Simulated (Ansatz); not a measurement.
Run this with Ansatz 0.2.0 through its Python package and show what comes out.

The script, `convert_ktbsnwo6.py`:
```python
import ansatz as az
import numpy as np

config = {
    "xc": "pbe",
    "kgrid": (6, 6, 6),
    "occupations": "cold",
    "tolerance": 1e-06,
}

vectors = np.array([
    [0.0, 4.201341, 4.201341],
    [4.201341, 0.0, 4.201341],
    [4.201341, 4.201341, 0.0],
])
ktbsnwo6 = (
    az.Lattice.of(vectors)
    .atom("K", [0.75, 0.75, 0.75])
    .atom("Tb", [0.0, 0.0, 0.0])
    .atom("Sn", [0.25, 0.25, 0.25])
    .atom("W", [0.5, 0.5, 0.5])
    .atom("O", [0.732207, 0.267793, 0.267793])
    .atom("O", [0.267793, 0.732207, 0.732207])
    .atom("O", [0.732207, 0.732207, 0.267793])
    .atom("O", [0.267793, 0.267793, 0.732207])
    .atom("O", [0.267793, 0.732207, 0.267793])
    .atom("O", [0.732207, 0.267793, 0.732207])
    .moments(Tb=6)
)

calculation = (
    ktbsnwo6.calculation()
    .functional(config["xc"])
    .accuracy("high")
    .kpoints(*config["kgrid"], center="monkhorst-pack")
    .occupations(config["occupations"])
    .spin("collinear")
    .hubbard("Tb", "f", u_eff=5.0)
    .hubbard("W", "d", u_eff=3.0)
    .scf(tolerance=config["tolerance"])
    .phonons("fd", supercell=2, temperatures=(0, 800, 100))
)
print(calculation.to_yaml())
```

```console
$ python convert_ktbsnwo6.py
crystal:
  lattice:
    - [0.0, 4.201341, 4.201341]
    - [4.201341, 0.0, 4.201341]
    - [4.201341, 4.201341, 0.0]
  atoms:
    - { symbol: K, position: [0.75, 0.75, 0.75] }
    - { symbol: Tb, position: [0.0, 0.0, 0.0] }
    - { symbol: Sn, position: [0.25, 0.25, 0.25] }
    - { symbol: W, position: [0.5, 0.5, 0.5] }
    - { symbol: O, position: [0.732207, 0.267793, 0.267793] }
    - { symbol: O, position: [0.267793, 0.732207, 0.732207] }
    - { symbol: O, position: [0.732207, 0.732207, 0.267793] }
    - { symbol: O, position: [0.267793, 0.267793, 0.732207] }
    - { symbol: O, position: [0.267793, 0.732207, 0.267793] }
    - { symbol: O, position: [0.732207, 0.267793, 0.732207] }
accuracy: high
kpoints:
  mp_grid:
    grid: [6, 6, 6]
    shift: [0.5, 0.5, 0.5]
hamiltonian:
  xc: pbe
  hubbard:
    - { species: Tb, l: f, u_eff: 5.0 }
    - { species: W, l: d, u_eff: 3.0 }
magnetization:
  spin_polarized: true
  per_species:
    Tb: 6.0
scf:
  convergence:
    dr2_threshold: 1.0e-06
  occupations:
    method: cold
phonons:
  method: fd
  supercell: [2, 2, 2]
  temperatures:
    t_min: 0.0
    t_max: 800.0
    t_step: 100.0
```

The input is only written out: it wasn't run, and its settings aren't tested. The structure comes from a database and needn't be a stable phase.
